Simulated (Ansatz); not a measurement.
# C2H6F2OSi: the cost of one run

Method: RKS PBE0/6-31G, in Ansatz 0.2.0.

1 further run of the same task is left out (it didn't finish).

### Step 1. The starting structure

Bond lengths: C1–Si2 1.850 Å, Si2–C3 1.862 Å, C3–O4 1.315 Å, C3–F5 1.381 Å, C3–F6 1.384 Å, C1–H7 1.043 Å, C1–H8 1.111 Å, C1–H9 1.152 Å, Si2–H10 1.505 Å, Si2–H11 1.476 Å, O4–H12 0.959 Å. Angles (14 of 19 angles, heavy atoms first): C1–Si2–C3 113.3°, Si2–C3–O4 122.0°, Si2–C3–F5 108.9°, Si2–C3–F6 109.1°, O4–C3–F5 104.9°, O4–C3–F6 106.0°, F5–C3–F6 104.5°, C1–Si2–H10 105.4°, C1–Si2–H11 107.0°, C3–Si2–H10 112.7°, C3–Si2–H11 111.7°, Si2–C1–H7 113.5°, Si2–C1–H8 107.5°, Si2–C1–H9 111.2°.

As a file:

```xyz
12

C    -0.4211   -1.2030    1.2962
Si    0.5852   -0.6608   -0.1588
C     0.1500    1.0477   -0.7584
O    -1.0533    1.3457   -1.1972
F     1.0006    1.3908   -1.7907
F     0.4293    1.9639    0.2411
H    -0.1903   -2.1653    1.6267
H    -1.4914   -1.1316    1.0078
H    -0.3263   -0.4583    2.1701
H     2.0197   -0.7741    0.2837
H     0.3960   -1.6745   -1.2149
H    -1.0214    2.2643   -1.4717
```

### Step 2. Relaxing end A

input.yaml

```yaml
crystal:
  periodic: [false, false, false]
  atoms:
    - { symbol: C, position_ang: [-0.4211, -1.203, 1.2962] }
    - { symbol: Si, position_ang: [0.5852, -0.6608, -0.1588] }
    - { symbol: C, position_ang: [0.15, 1.0477, -0.7584] }
    - { symbol: O, position_ang: [-1.0533, 1.3457, -1.1972] }
    - { symbol: F, position_ang: [1.0006, 1.3908, -1.7907] }
    - { symbol: F, position_ang: [0.4293, 1.9639, 0.2411] }
    - { symbol: H, position_ang: [-0.1903, -2.1653, 1.6267] }
    - { symbol: H, position_ang: [-1.4914, -1.1316, 1.0078] }
    - { symbol: H, position_ang: [-0.3263, -0.4583, 2.1701] }
    - { symbol: H, position_ang: [2.0197, -0.7741, 0.2837] }
    - { symbol: H, position_ang: [0.396, -1.6745, -1.2149] }
    - { symbol: H, position_ang: [-1.0214, 2.2643, -1.4717] }
basis:
  gaussian: { orbitals: "6-31G" }
hamiltonian:
  xc: pbe0
relax:
  f_tol: 0.015
  max_steps: 40
```

Run with:

```console
> ansatz run input.yaml --threads 1 --pin off --max-ram 2048MiB --backend cpu --events-out ev --progress --plain --runs-dir out
```

**Question.** How long does this run take on 1 thread of Arm Neoverse V2, shared host, and how much memory does it need?

About 33 s, with a peak of 0.17 GiB.
